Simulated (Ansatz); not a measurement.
# AlF3H2: the cost of one run

Method: RKS LDA/def2-SVP, in Ansatz 0.2.0.

## Step 1: The structure to begin with

Bond lengths: Al1–F2 2.108 Å, Al1–F3 1.633 Å, Al1–F4 1.632 Å. Angles: F2–Al1–F3 113.3°, F2–Al1–F4 113.5°, F3–Al1–F4 126.7°.

Coordinates:

```xyz
6

Al   -0.1097   -0.6078    0.1953
F    -0.9577    1.2858   -0.1770
F    -0.4282   -1.6993   -0.9764
F     0.1193   -0.9180    1.7808
H     0.2267    1.1347   -0.3703
H     1.1495    0.8045   -0.4524
```

## Step 2: Pulling towards end A

Springs on the bonds that form and break draw the guess towards this end; the thresholds are loose.

Contents of input.yaml:

```yaml
crystal:
  periodic: [false, false, false]
  atoms:
    - { symbol: Al, position_ang: [-0.1097, -0.6078, 0.1953] }
    - { symbol: F, position_ang: [-0.9577, 1.2858, -0.177] }
    - { symbol: F, position_ang: [-0.4282, -1.6993, -0.9764] }
    - { symbol: F, position_ang: [0.1193, -0.918, 1.7808] }
    - { symbol: H, position_ang: [0.2267, 1.1347, -0.3703] }
    - { symbol: H, position_ang: [1.1495, 0.8045, -0.4524] }
basis:
  gaussian: { orbitals: def2-SVP }
hamiltonian:
  xc: lda
relax:
  f_tol: 0.15
  max_steps: 25
  restrain:
    - { distance: [0, 5], at: 2.82, k: 30.0 }
    - { distance: [4, 1], at: 2.18, k: 30.0 }
    - { distance: [0, 1], at: 1.78, k: 30.0 }
    - { distance: [4, 5], at: 0.62, k: 30.0 }
```

Run with:

```
> ansatz run input.yaml --threads 1 --pin off --max-ram 2048MiB --backend cpu --events-out ev --progress --plain --runs-dir out
```

What time and memory should one allow on 1 thread of Arm Neoverse V1, shared host?

About 9.5 s, with a peak of 0.12 GiB.
